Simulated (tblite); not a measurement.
# C7H13NOSi: the cost of one run

Programs: tblite 0.8.0 and PySCF 2.14.0, with density-fitted response routines of our own. Each step states its level of theory. These are calculated values for one molecule in the gas phase, unless marked as measured. Atoms are numbered from 0 throughout.

## (1) The starting structure

23 atoms, charge 0, multiplicity 1; geometry from: force field or distance geometry start.

Bonds of the start (Å): C0–C1 1.50, C1–Si2 1.84, Si2–N3 1.80, N3–C4 1.44, Si2–C5 1.81, C5–C6 1.39, C6–C7 1.38, C7–C8 1.37, C8–O9 1.31, O9–C5 1.32, C0–H10 1.14, C0–H11 1.10, C0–H12 1.07, C1–H13 1.12, C1–H14 1.13, Si2–H15 1.48, N3–H16 1.03, C4–H17 1.12, C4–H18 1.10, C4–H19 1.10, C6–H20 1.08, C7–H21 1.09, C8–H22 1.08.

## (2) Relaxing the molecule with GFN2-xTB

Job settings and geometry (Å):

```
{"job": {"kind": "relax", "xc": "GFN2-xTB", "basis": "xTB"}, "charge": 0, "multiplicity": 1}
C      0.212100     2.693700    -0.022400
C     -0.849500     1.736400     0.421200
Si    -0.722400     0.039100    -0.271900
N     -1.767800    -1.112200     0.636500
C     -2.654200    -1.706200    -0.334200
C      0.953400    -0.656000    -0.288800
C      2.163100     0.021300    -0.206400
C      3.154500    -0.943400    -0.248400
C      2.496700    -2.141300    -0.361200
O      1.199400    -1.952800    -0.376600
H     -0.318800     3.690000    -0.145500
H      0.980800     2.845200     0.755800
H      0.571600     2.435500    -1.001300
H     -1.821100     2.152400     0.056600
H     -0.978700     1.750500     1.546600
H     -1.243700     0.109100    -1.656600
H     -2.265400    -0.624600     1.401700
H     -3.582800    -1.087300    -0.414200
H     -2.126500    -1.639900    -1.293900
H     -2.937700    -2.742900    -0.089200
H      2.347300     1.083400    -0.111000
H      4.237200    -0.802000    -0.212100
H      2.947800    -3.121100    -0.415400
```

The run is started by

```console
$ OMP_NUM_THREADS=1 python probes_run.py task.json out
```

One launch serves the whole session: the jobs run in the order shown.

**Question.** How long does this first job take on 1 thread of Arm Neoverse V1, shared host, and how much memory does it need?

About 1.8 s, with a peak of 0.18 GiB.
